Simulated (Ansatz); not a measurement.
**InF3 (SMILES [F][In]([F])[F]): BLYP/def2-SVPD (core potential)**

Aim: the vertical electron affinity of InF3 at BLYP/def2-SVPD (core potential), from 2 runs. 

Program for the calculation: Ansatz 0.2.0.

27 further runs of the same task are left out: 27 set aside as unsound or not needed. Runs told in other sessions of the task aren't counted.

## (1) The molecule

The species is InF3 (4 atoms), meant as a singlet with charge 0. SMILES: `[F][In]([F])[F]`. The coordinates come from a PBE0-D4/def2-TZVP relaxation.

Bond lengths: F1–In2 1.918 Å, In2–F3 1.918 Å, In2–F4 1.918 Å. Angles: F1–In2–F3 120.0°, F1–In2–F4 120.0°, F3–In2–F4 120.0°.

## (2) A single-point energy at BLYP/def2-SVPD (core potential)

job.yaml reads:

```yaml
crystal:
  periodic: [false, false, false]
  atoms:
    - {symbol: F, position_ang: [-1.305700, -0.375500, 1.339800]}
    - {symbol: In, position_ang: [0.013900, -0.015100, -0.005100]}
    - {symbol: F, position_ang: [1.768100, -0.777100, 0.143700]}
    - {symbol: F, position_ang: [-0.421000, 1.107400, -1.498700]}
basis:
  gaussian: {orbitals: def2-SVPD}
output: {orbitals: {seedname: orbitals}}
accuracy: high
hamiltonian: {xc: {name: BLYP}}
total_charge: 0
```

The run is started by

```bash
ansatz run job.yaml --threads 1 --pin off --max-ram 2610MiB --events-out events.jsonl --progress --plain --runs-dir runs
```

What it wrote:

```text
Warning: RAYON_NUM_THREADS=1 ignored (pool sized by the plan → 1); use --threads N
Functional definition: BLYP
  name "BLYP"
  parameter beta = 0.0042
  parameter a = 0.04918
  parameter b = 0.132
  parameter c = 0.2533
  parameter d = 0.349
  exchange = b88_x(beta = beta)
  correlation = lyp_c(a = a, b = b, c = c, d = d)
2116 factors; integrals over basis functions are off by at most 1.3e-8 eV
mean field evaluation 1: about -13309.1972 eV, gradient 7.5e1 eV
mean field evaluation 2: about -13225.4539 eV, gradient 2.3e2 eV
mean field evaluation 4: about -13318.8942 eV, gradient 2.5e0 eV
mean field evaluation 8: about -13318.9067 eV, gradient 4.4e-1 eV
mean field evaluation 16: about -13318.9070 eV, gradient 1.2e-5 eV
mean field -13318.90703995 eV, -489.4608058388 hartree, gradient 6.7e-8 eV, S^2 0.000000; 0 other end points of the search recorded, 0 dependent functions left out
reference -13318.90709189 eV, -489.4608077476 hartree; 24, 24 occupied and 77, 77 virtual orbitals, 2116 factors
Total energy: -13318.90709189 eV, -489.4608077476 hartree
```

Run time: 7.5 s. Hardware: 1 thread of Arm Neoverse V1, shared host; peak memory 0.26 GiB.

## (3) The doublet anion

run.yaml reads:

```yaml
crystal:
  periodic: [false, false, false]
  atoms:
    - symbol: F
      position_ang: [-1.305700, -0.375500, 1.339800]
    - symbol: In
      position_ang: [0.013900, -0.015100, -0.005100]
    - symbol: F
      position_ang: [1.768100, -0.777100, 0.143700]
    - symbol: F
      position_ang: [-0.421000, 1.107400, -1.498700]
basis:
  gaussian: {orbitals: def2-SVPD}
magnetization: {spin_polarized: true, initial_magnetization: 1}
total_charge: -1
accuracy: high
hamiltonian: {xc: {name: BLYP}}
output: {orbitals: {seedname: orbitals}}
```

The run is started by

```bash
ansatz run run.yaml --threads 1 --pin off --max-ram 2610MiB --events-out events.jsonl --progress --plain --runs-dir runs
```

What it wrote (excerpt; [...] marks lines left out):

```text
Warning: RAYON_NUM_THREADS=1 ignored (pool sized by the plan → 1); use --threads N
[... 9 set-up lines as earlier in the session ...]
2116 factors; integrals over basis functions are off by at most 1.3e-8 eV
mean field evaluation 1: about -13319.8665 eV, gradient 1.0e1 eV
mean field evaluation 2: about -13319.4196 eV, gradient 1.6e1 eV
mean field evaluation 4: about -13320.4825 eV, gradient 6.2e-1 eV
mean field evaluation 8: about -13320.4853 eV, gradient 4.8e-2 eV
mean field evaluation 16: about -13320.4854 eV, gradient 4.4e-6 eV
mean field -13320.48535552 eV, -489.5188078660 hartree, gradient 2.5e-8 eV, S^2 0.750461; 0 other end points of the search recorded, 0 dependent functions left out
reference -13320.48539934 eV, -489.5188094764 hartree; 25, 24 occupied and 76, 77 virtual orbitals, 2116 factors
Total energy: -13320.48539934 eV, -489.5188094764 hartree
```

Run time: 11 s. Hardware: 1 thread of Arm Neoverse V1, shared host; peak memory 0.32 GiB.

## (4) Summary of results

Level: BLYP/def2-SVPD (core potential).

| quantity | value |
| --- | --- |
| singlet InF3: total energy | -489.46081 Eh |
| singlet InF3: HOMO energy | -9.34 eV |
| singlet InF3: LUMO energy | -4.56 eV |
| singlet InF3: HOMO–LUMO gap | 4.78 eV |
| doublet anion: total energy | -489.51881 Eh |
| doublet anion: HOMO energy (highest over α and β) | 1.16 eV |
| doublet anion: LUMO energy (lowest over α and β) | 1.54 eV |
| doublet anion: ⟨S²⟩ | 0.750 |
| vertical electron affinity (to the doublet anion) | 1.578 eV |

**Reading.** At fixed nuclei the extra electron is bound by 1.58 eV (36 kcal/mol). The HOMO (doublet anion) lies at positive energy, 1.16 eV, from the functional's self-interaction, a short basis or an electron that isn't bound; only total energies against the neutral tell.
